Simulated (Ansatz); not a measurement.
# BGeSi: the cost of one run

The runs use Ansatz 0.2.0, Gaussian basis; UKS PBE0/def2-TZVP.

## Step 1: Where the work starts

3 atoms, charge 0, spin multiplicity 4.

Atoms are counted from 1 here; the program's logs count them from 0.

Bond lengths: B1–Ge2 1.859 Å, Ge2–Si3 2.370 Å. Angles: B1–Ge2–Si3 108.6°.

The start was built by rule and, where that kept it together, relaxed with GFN2-xTB. Sticks and bond lists go by distance. No spin-orbit coupling is included. 

## Step 2: The run

Input file in.yaml:

```yaml
crystal:
  periodic: [false, false, false]
  atoms:
    - {symbol: B, position_ang: [-1.782069, -0.797704, -0.007223]}
    - {symbol: Ge, position_ang: [-0.378272, 0.420812, 0.003454]}
    - {symbol: Si, position_ang: [1.664332, -0.781323, -0.006154]}
basis:
  gaussian: {orbitals: def2-TZVP}
magnetization: {spin_polarized: true, initial_magnetization: 3}
hamiltonian: {xc: pbe0}
relax: {f_tol: 0.004, max_steps: 80}
```

Launch:

```console
$ ansatz run in.yaml --threads 1 --pin off --events-out ev --progress --plain --max-ram 2176MiB
```

**Question.** How long does this run take on 1 thread of Arm Neoverse V1, shared host, and how much memory does it need?

About 77 s, with a peak of 0.4 GiB.
